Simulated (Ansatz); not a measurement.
A nudged elastic band was laid between two geometries of a periodic cell of 13 atoms, Mg₁₂H (host Mg, host structure hcp, interstitial H).

Level of theory: Ansatz, DFT PBEsol, scalar-relativistic, plane waves, PAW. Settings: cutoff 420 eV, k mesh 4x3x4, gaussian smearing 0.1 eV, no spin polarisation.

| Item | Value |
| --- | --- |
| movable images | 7 |
| climbing image | yes |
| spring | 5.0 eV/Å² |
| optimiser | quadratic models (default) |
| start path | IDPP |
| force threshold | 0.03 eV/Å |
| iteration limit | 29 |
| end points | relaxed |

Image 0:

```xyz
13
Lattice="6.4200 0.0000 0.0000 -4.8150 8.3398 0.0000 0.0000 0.0000 5.2130" Properties=species:S:1:pos:R:3
Mg -0.003 -0.008 0.010
Mg -0.012 1.852 2.622
Mg -1.610 2.782 0.007
Mg -1.616 4.628 2.599
Mg -3.219 5.562 0.001
Mg -3.213 7.430 2.597
Mg 3.210 -0.002 0.004
Mg 3.213 1.860 2.606
Mg 1.609 2.789 0.008
Mg 1.602 4.640 2.596
Mg -0.003 5.569 -0.015
Mg -0.003 7.424 2.596
H 3.192 3.737 3.914
```

Image 8:

Only the atoms that move by more than 0.05 Å are listed.
```
H13 3.265 3.742 6.496
```

Question: What changes between the two ends?

Answer: The atom that moves furthest is H13, by 2.58 Å; four of its nearest neighbours are Mg5 2.24, Mg10 2.25, Mg9 2.26, Mg4 2.26 Å at the first end and Mg4 2.22, Mg5 2.22, Mg3 2.23, Mg10 2.31 Å at the last.

Question: What energy profile does the band end with?

Answer: The forces met the threshold. The highest image is number 4 of 0 to 8, 0.185 eV above the ends, which have the same energy within 2 meV. By the program's own check the climbing image is of a kind that is not told: the force calls were inconclusive, a negative curvature could not be distinguished from the path's own, the only one lies far off the path, or fixed occupations may fill a level only in part (lowest curvatures found: -0.66 and 0.56 eV/Å²). Limits of this set-up: coarse k mesh, odd electron count without spin, a small cell, in which the defect meets its images, a typed lattice constant that wasn't relaxed here.

```json
{"image": "0", "path coordinate (Å)": "0.00", "energy (eV)": "0.000"}
{"image": "1", "path coordinate (Å)": "0.32", "energy (eV)": "0.022"}
{"image": "2", "path coordinate (Å)": "0.64", "energy (eV)": "0.084"}
{"image": "3", "path coordinate (Å)": "0.96", "energy (eV)": "0.154"}
{"image": "4", "path coordinate (Å)": "1.28", "energy (eV)": "0.185"}
{"image": "5", "path coordinate (Å)": "1.59", "energy (eV)": "0.155"}
{"image": "6", "path coordinate (Å)": "1.91", "energy (eV)": "0.087"}
{"image": "7", "path coordinate (Å)": "2.22", "energy (eV)": "0.025"}
{"image": "8", "path coordinate (Å)": "2.53", "energy (eV)": "0.001"}
```

Question: What is the geometry of the highest image?

Answer: 
```xyz
13
Lattice="6.4200 0.0000 0.0000 -4.8150 8.3398 0.0000 0.0000 0.0000 5.2130" Properties=species:S:1:pos:R:3
Mg -0.009 0.003 -0.001
Mg -0.001 1.844 2.606
Mg -1.543 2.730 -0.001
Mg -1.615 4.637 2.606
Mg -3.243 5.642 -0.001
Mg -3.219 7.413 2.606
Mg 3.214 -0.006 -0.001
Mg 3.207 1.809 2.605
Mg 1.593 2.781 -0.001
Mg 1.567 4.648 2.606
Mg 0.004 5.574 -0.001
Mg -0.008 7.419 2.606
H 3.264 3.751 5.212
```

Run time: 8.4 min on 4 threads of Intel(R) Xeon(R) Platinum 8488C (Sapphire Rapids), on a shared host, peak memory 2.7 GiB.
